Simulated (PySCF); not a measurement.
**GeF: from the state search to spectroscopic constants**

One table from this session's results is given with a row withheld; the runs are named, their logs left out.

Program: PySCF 2.14.0. Level of theory: Ge 6-31G(d,p), F 6-31G(d,p), no relativity. These are calculated values, not measurements.

The first run:

The job is set up so:

| Property | Result |
| --- | --- |
| atoms | Ge, F |
| charge | 0 |
| basis | Ge 6-31G(d,p), F 6-31G(d,p) |
| Hamiltonian | no relativity |
| basis functions | 46 |
| electrons treated | 41 |
| masses in u | 73.9212, 18.9984 |
| levels | PBE0, PBE, r²SCAN, PBEsol, MN15, TPSS, HF, MP2, SCS-MP2, CCSD, CCSD(T) |
| grid | 80 radial by 434 angular points |
| occupations | held fixed by the projection of orbital angular momentum |
| dissociation limit | Ge + F, each in its ground configuration |
| starting distance in angstrom | 1.775 |
| values of 2S to try | 1, 3 |

Run with:

```bash
> OMP_NUM_THREADS=1 python dia.py task.json out
```

Steps of the session up to this table: The job; First curve: PBE0; Other states along the same grid; PBE (GGA); r²SCAN; PBEsol; MN15; TPSS; UHF; MP2 and coupled cluster.

One of the session's tables, all rows but one given; the rest of the session is left out.

It belongs to the step «The curves together». Energy (eV) from each level's lowest point:

```
R (Å)    UHF  UHF-MP2  UHF-SCS-MP2  UHF-CCSD  UHF-CCSD(T)
1.514  1.103    1.269        1.277       n/a          n/a
1.584  0.450    0.559        0.566     0.559        0.574
1.654  0.113    0.173        0.177     0.173        0.183
1.707      ?        ?            ?         ?            ?
1.760  0.000    0.000        0.000     0.000        0.000
1.813  0.063    0.039        0.036     0.038        0.033
1.883  0.229    0.179        0.172     0.176        0.164
1.971  0.527    0.451        0.439     0.445        0.424
2.077  0.960    0.862        0.842     0.850        0.819
2.218  1.588    1.472        1.441       n/a          n/a
```

Q: Estimate the row for R (Å) = 1.707 from the others.

Worked estimate for «UHF». A straight line through the neighbours (1.654, 0.113) and (1.760, 0.000) gives 0.113 + (0.000 − 0.113) × (1.707 − 1.654) / (1.760 − 1.654) = 0.056; a parabola fitted to 4 rows on both sides gives 0.004.

As computed: UHF: 0.009; UHF-MP2: 0.037; UHF-SCS-MP2: 0.039; UHF-CCSD: 0.038; UHF-CCSD(T): 0.042. In «UHF» the line misses by +0.047 and the parabola by -0.005.
